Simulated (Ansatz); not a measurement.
# LiVO2: the cost of one run

Method: DFT PBEsol+U (U_eff = 4 eV on V d), plane waves, PAW, in Ansatz 0.2.0.

### Step 1. The system as given

It takes space group R-3m (No. 166, trigonal). Conventional cell: a = 2.837 Å, b = 2.837 Å, c = 14.773 Å, α = 90.00°, β = 90.00°, γ = 120.00°. Li (site symmetry -3m) has 6 O at 2.12 Å as nearest neighbours. V (site symmetry -3m) has 6 O at 1.98 Å as nearest neighbours. O (site symmetry 3m) is surrounded by 3 V at 1.98 Å and 3 Li at 2.12 Å.

Structure file:

```cif
data_structure
_symmetry_space_group_name_H-M 'P 1'
_symmetry_Int_Tables_number 1
_cell_length_a 5.1898
_cell_length_b 5.1898
_cell_length_c 5.1898
_cell_angle_alpha 31.728
_cell_angle_beta 31.728
_cell_angle_gamma 31.728
_cell_volume 34.33
loop_
_atom_site_label
_atom_site_type_symbol
_atom_site_fract_x
_atom_site_fract_y
_atom_site_fract_z
_atom_site_occupancy
Li1 Li 0.00000 0.00000 0.00000 1
V1 V 0.50000 0.50000 0.50000 1
O1 O 0.24180 0.24180 0.24180 1
O2 O 0.75820 0.75820 0.75820 1
```

Magnetic order typed: ferromagnetic.

An earlier series on this cell reached its lowest free state from «from atoms, default search», perhaps among other starts.

### Step 2. Random orbitals: single harmonics, second filling

input.yaml reads:

```yaml
crystal:
  lattice:
    - [1.41865152, 0.81905884, 4.92447067]
    - [-1.41865152, 0.81905884, 4.92447067]
    - [0.0, -1.63811767, 4.92447067]
  atoms:
    - { symbol: Li, position: [0.0, 0.0, 0.0] }
    - { symbol: V, position: [0.5, 0.5, 0.5], spin: 0.3 }
    - { symbol: O, position: [0.2418, 0.2418, 0.2418] }
    - { symbol: O, position: [0.7582, 0.7582, 0.7582] }
basis:
  ecutwfc: 420
  ecutrho_ratio: 4
kpoints:
  mp_grid: { grid: [8, 8, 8] }
hamiltonian:
  xc: pbesol
  hubbard:
    sites:
      - { site: 1, l: d, u_eff: 4.0, starting_ns: [{ spin: up, occupation_matrix: s1up }, { spin: down, occupation_matrix: s1down }] }
    occupation_matrices:
      s1up:
        matrix:
          - [0.02, 0.0, 0.0, 0.0, 0.0]
          - [0.0, 0.02, 0.0, 0.0, 0.0]
          - [0.0, 0.0, 0.97, 0.0, 0.0]
          - [0.0, 0.0, 0.0, 0.02, 0.0]
          - [0.0, 0.0, 0.0, 0.0, 0.02]
      s1down:
        matrix:
          - [0.02, 0.0, 0.0, 0.0, 0.0]
          - [0.0, 0.02, 0.0, 0.0, 0.0]
          - [0.0, 0.0, 0.97, 0.0, 0.0]
          - [0.0, 0.0, 0.0, 0.02, 0.0]
          - [0.0, 0.0, 0.0, 0.0, 0.02]
    ns_hold: { iters: 5 }
scf:
  occupations: { method: gaussian, width: 0.05 }
  lower_state_search: "off"
  max_iter: 150
output:
  forces: true
  stress: true
  eigenvalues: true
  populations: true
  hubbard: { sites: [{ site: 1, l: d }] }
magnetization:
  spin_polarized: true
```

The typed matrices put 0.97 on the chosen orbitals and 0.02 on the others, and are held for 5 cycles.

Run with:

```console
$ ansatz run input.yaml --threads 2 --pin off --max-ram 3072MiB --backend cpu --events-out ev --progress --plain --runs-dir out
```

**Question.** How long does this run take on 2 threads of Arm Neoverse V1, shared host, and how much memory does it need?

About 21 s, with a peak of 0.48 GiB.
